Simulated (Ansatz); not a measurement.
# C2H7AlSi: small, medium and large basis sets

Aim: see how fast density functionals converge with the basis set for C2H7AlSi.

Method: one geometry, several basis sets; program: Ansatz 0.2.0, Gaussian basis.

Levels to be run: PBE0-D4/def2-SVP; ωB97M-V/def2-SVP; PBE0-D4/def2-QZVPP; ωB97M-V/def2-QZVPP; the functionals' def2-TZVPP values are taken from earlier runs.

## (1) Structure used throughout

An earlier PBE0-D4 in a triple-zeta def2 set relaxation fixed the geometry.

SMILES `[CH2]1C[SiH2][AlH]1`, 11 atoms, charge 0, spin multiplicity 1.

Atoms are counted from 1 here; the program's logs count them from 0.

Bond lengths: C1–C2 1.554 Å, C1–Al4 1.979 Å, C1–H5 1.093 Å, C1–H6 1.099 Å, C2–Si3 1.920 Å, C2–H7 1.096 Å, C2–H8 1.094 Å, Si3–Al4 2.424 Å, Si3–H9 1.492 Å, Si3–H10 1.495 Å, Al4–H11 1.593 Å. Angles: C2–C1–Al4 96.9°, C2–C1–H5 114.0°, C2–C1–H6 109.7°, Al4–C1–H5 122.2°, Al4–C1–H6 107.2°, H5–C1–H6 106.2°, C1–C2–Si3 104.4°, C1–C2–H7 109.9°, C1–C2–H8 113.6°, Si3–C2–H7 107.0°, Si3–C2–H8 114.9°, H7–C2–H8 106.8°, C2–Si3–Al4 74.5°, C2–Si3–H9 115.5°, C2–Si3–H10 110.7°, Al4–Si3–H9 129.9°, Al4–Si3–H10 114.6°, H9–Si3–H10 107.1° and more.

## (2) PBE0-D4 in def2-SVP

The input, in.yaml:

```yaml
crystal:
  periodic: [false, false, false]
  atoms:
    - {symbol: C, position_ang: [-1.047340, 0.613770, -0.284484]}
    - {symbol: C, position_ang: [0.451382, 0.571916, -0.694336]}
    - {symbol: Si, position_ang: [1.267946, -0.591158, 0.597129]}
    - {symbol: Al, position_ang: [-1.093179, -1.140494, 0.629880]}
    - {symbol: H, position_ang: [-1.725099, 0.861424, -1.105085]}
    - {symbol: H, position_ang: [-1.199745, 1.384937, 0.483142]}
    - {symbol: H, position_ang: [0.557552, 0.090327, -1.672767]}
    - {symbol: H, position_ang: [0.910595, 1.561476, -0.777913]}
    - {symbol: H, position_ang: [2.428682, -1.386324, 0.101547]}
    - {symbol: H, position_ang: [1.741916, 0.185682, 1.782809]}
    - {symbol: H, position_ang: [-2.227511, -2.208455, 0.960877]}
basis:
  gaussian: {orbitals: def2-SVP}
hamiltonian: {xc: pbe0, dispersion: d4}
output: {orbitals: {seedname: orbitals}}
```

The run is started by

```sh
$ ansatz run in.yaml --threads 2 --pin off --events-out ev --progress --plain --max-ram 4352MiB
```

After this run come: ωB97M-V in def2-SVP; PBE0-D4 in def2-QZVPP; ωB97M-V in def2-QZVPP.

Before running them: what should the planned runs give, taken together? Wanted: PBE0-D4: double and triple zeta above quadruple; ωB97M-V: double and triple zeta above quadruple.

**Answer**, as computed:

| quantity | value |
| --- | --- |
| PBE0-D4: double and triple zeta above quadruple | 7.98, 0.58 eV |
| ωB97M-V: double and triple zeta above quadruple | 8.10, 0.56 eV |

**Reading.** For PBE0-D4 the step from double to triple zeta gains 7.39 eV and the next only 0.58 eV. Total energies overstate the basis error of differences, where much of it tends to cancel.
